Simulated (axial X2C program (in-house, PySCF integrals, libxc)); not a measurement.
# IO: EOM-IP-CCSD levels

Wanted for IO: EOM-IP-CCSD levels, at the two-component level.

Method: two-component X2C with atomic mean-field terms, I dyall-acv3z, O dyall-av3z; program: an in-house X2C program for linear molecules on PySCF integrals.

All values are calculated.

**1. Set-up**

The input, task.json:

```json
{"zs": [53, 8], "q": 0, "bas": ["dyall-acv3z", "dyall-av3z"], "r0": 1.96, "eom": "ip", "rq": -1, "thr": -2.0, "nmax": 95, "grid": [1, 0.96, 1.045, 0.92, 1.09, 1.15]}
```

Keys: zs atomic numbers; q charge; bas basis sets; r0 starting distance in Å; eom kind of EOM run; thr threshold in hartree for freezing inner shells (an s shell follows its p shell); nmax most natural virtual spinors; grid distances as factors.

The run is started by

```sh
python soeom.py task.json out
```

Further steps of the session: EOM-IP-CCSD at 1.925 Å.

Before running it: what results should come out? Wanted: next root; T1 of the reference; lowest state, Re and ωe.

**Answer**, as computed:

```
               quantity                            value
 lowest root at 1.925 Å                Ω = 3/2, 2.265 eV
              next root  Ω = 1/2, about 1990 cm⁻¹ higher
    T1 of the reference                            0.017
lowest state, Re and ωe                1.870 Å, 711 cm⁻¹
```

**Reading.** The first ionisation of IO⁻ costs 2.27 eV and empties a spinor of 51% O pπ, 36% I pπ, 8% I dπ. Errors of 0.1 to 0.3 eV are usual at this size, and roots led by higher excitations are left out, so the list is incomplete, and low states of that kind can be missing. The bond is 0.066 Å shorter than in the closed-shell reference at CCSD (1.936 Å).
